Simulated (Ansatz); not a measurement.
# TiHCl (singlet): from Hartree-Fock to the top rungs, def2-SVP

The task here is to estimate one member of a computed series from the others.

Program: Ansatz 0.2.0, Gaussian basis. Level of theory: def2-SVP, core rule «outside noble gas», up to 14 orbitals frozen. These are calculated values, not measurements.

The runs, in order: UHF; CCSD(T) on RHF; CCSD(T) on UHF; CISD; CCSDT(Q) on RHF; CCSDT(Q) on UHF; CASSCF and MRCISD+Q, 12 electrons in 11 orbitals; CASSCF and NEVPT2, 12 electrons in 11 orbitals.

32 further runs of the same task are left out: 8 for a known fault of the program, 12 that didn't finish, 12 set aside as unsound or not needed. Runs told in other sessions of the task aren't counted.

**What is computed**

The geometry is a PBE0/def2-TZVP stationary point (not a proven minimum) of the parent state, kept for this charge and spin.

3 atoms, charge 0, spin multiplicity 1.

Atoms are counted from 1 here; the program's logs count them from 0.

Bond lengths: Ti1–Cl2 2.255 Å, Ti1–H3 1.805 Å. Angles: Cl2–Ti1–H3 180.0°.

The first run:

Input file in.yaml:

```yaml
crystal:
  periodic: [false, false, false]
  atoms:
    - {symbol: Ti, position_ang: [0.000000, 0.000000, 0.149900]}
    - {symbol: Cl, position_ang: [0.000000, 0.000000, -2.105000]}
    - {symbol: H, position_ang: [0.000000, 0.000000, 1.955100]}
basis:
  gaussian: {orbitals: def2-SVP}
magnetization: {spin_polarized: true, initial_magnetization: 0}
hamiltonian: {xc: hf}
output: {orbitals: {seedname: orbitals}}
```

The run is started by

```sh
ansatz run in.yaml --threads 1 --pin off --events-out ev --progress --plain --max-ram 2393MiB
```

Among the steps run: UHF; CCSD(T) on RHF; CCSD(T) on UHF; CISD; CCSDT(Q) on RHF; CCSDT(Q) on UHF; CASSCF and MRCISD+Q, 12 electrons in 11 orbitals; CASSCF and NEVPT2, 12 electrons in 11 orbitals.

One of the session's tables, all rows but one given; the rest of the session is left out.

It belongs to the step «Misses and costs». 

| method | from RCCSDT(Q) (kJ/mol) |
| --- | --- |
| RHF | ? |
| UHF | +513.8 |
| RMP2 | +131.2 |
| UMP2 | +38.2 |
| RCCSD | +33.9 |
| UCCSD | -63.7 |
| RCCSD(T) | +16.0 |
| UCCSD(T) | -83.6 |
| RCCSDT | +4.9 |
| UCCSDT | -89.6 |
| RCCSDT(Q) | 0 |
| UCCSDT(Q) | -92.0 |
| CASSCF valence | +507.1 |
| NEVPT2 valence | +125.9 |
| MRCISD valence | +36.1 |
| MRCISD+Q valence | +1.5 |

Q: Estimate the row for RHF from the others.

The run gave: from RCCSDT(Q) (kJ/mol): +613.8. In the column «from RCCSDT(Q) (kJ/mol)» it is the highest.

Not comparable, so not listed: CISD (they don't share determinant, frozen orbitals or solution with the rows shown, or repeat one).

Limits of these values: The determinant of CCSD(T) (⟨S²⟩ 0.98) is far from a pure spin state, so its energy mixes those of several spin states; high orders of coupled cluster remove much of that, low ones don't. The report flags that the cluster equations may have other roots. The determinant of CCSDT(Q) (⟨S²⟩ 0.98) is far from a pure spin state, so its energy mixes those of several spin states; high orders of coupled cluster remove much of that, low ones don't. The program flags UCCSD(T), RCCSDT(Q), UCCSDT(Q) as in doubt, so the zero of the table is itself unsure. Warnings: restricted reference is unstable; spin contamination. Restricted and unrestricted rows rest on different reference determinants; a gap between their highest levels can come from leftover correlation error, from unlike frozen cores or from another state.
